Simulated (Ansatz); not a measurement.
**Rh (Rh (100), 1 layers): how the settings move a single-point run**

How sensitive is a single-point run of Rh (Rh (100), 1 layers) to its settings? A reference run comes first, then one run with altered input.

Method: reference: DFT, PBE, all-electron LAPW, scalar-relativistic, in Ansatz 0.2.0.

### 1 The system as given

It takes space group P4/mmm (No. 123, tetragonal). Conventional cell: a = 2.709 Å, b = 2.709 Å, c = 16.000 Å, α = 90.00°, β = 90.00°, γ = 90.00°. Rh (site symmetry 4/mmm) has 4 Rh at 2.71 Å as nearest neighbours.

Structure file:

```xyz
1
Lattice="2.7085 0.0000 0.0000 0.0000 2.7085 0.0000 0.0000 0.0000 16.0000" Properties=species:S:1:pos:R:3 pbc="T T T"
Rh    0.0000    0.0000    8.0000
```

### 2 Reference

Input file input.yaml:

```yaml
crystal:
  lattice:
    - [2.7085099833, 0.0, 0.0]
    - [0.0, 2.7085099833, 0.0]
    - [0.0, 0.0, 16.0]
  atoms:
    - { symbol: Rh, position: [0.0, 0.0, 0.5] }
  periodic: [true, true, false]
kpoints:
  mp_grid: { grid: [13, 13, 1] }
scf:
  occupations: { method: fermi_dirac, width: 0.05 }
hamiltonian:
  xc: pbe
  pseudopotentials: { kind: all_electron, lapw: { basis_error: 0.001 } }
output:
  forces: true
  stress: true
  eigenvalues: true
```

Started as:

```console
$ ansatz run input.yaml --threads 2 --pin off --max-ram 4096MiB --backend cpu --events-out ev --progress --plain --runs-dir out
```

### 3 A run with other settings

Edit input.yaml of step 2 so:

```diff
@@ -12,2 +12,3 @@
   occupations: { method: fermi_dirac, width: 0.05 }
+  convergence: { dr2_threshold: 0.0001 }
 hamiltonian:
```

(Steps that only read results are left out.)

Before running it: what results should come out? Wanted: for each run, ending; energy change; gap; force.

As calculated:

| run | ending | energy change | gap (eV) | force (eV/Å) | cycles | time |
| --- | --- | --- | --- | --- | --- | --- |
| reference | converged | 0 | 0.00 | 0.00 | 8 | 7.1 s |
| 1: dr2_threshold 0.0001 | converged | 0.0 meV/atom | 0.00 | 0.00 | 7 | 6.5 s |

Residual by cycle in the longest SCF loop of each run; runs are numbered as in the table. The quantity is the density residual dr2, in eV.

| cycle | reference | run 1 |
| --- | --- | --- |
| 1 | 0.062 | 0.062 |
| 2 | 0.0697 | 0.0697 |
| 3 | 0.0139 | 0.0139 |
| 4 | 0.00138 | 0.00138 |
| 5 | 1.4e-4 | 1.4e-4 |
| 6 | 6.0e-6 | 6.0e-6 |
| 7 | 3.9e-7 | 3.9e-7 |
| 8 | 2.6e-8 | - |

What this shows: The changed convergence setting doesn't alter the result here (within 0.5 meV/atom). Cost: 7 SCF cycles against 8.
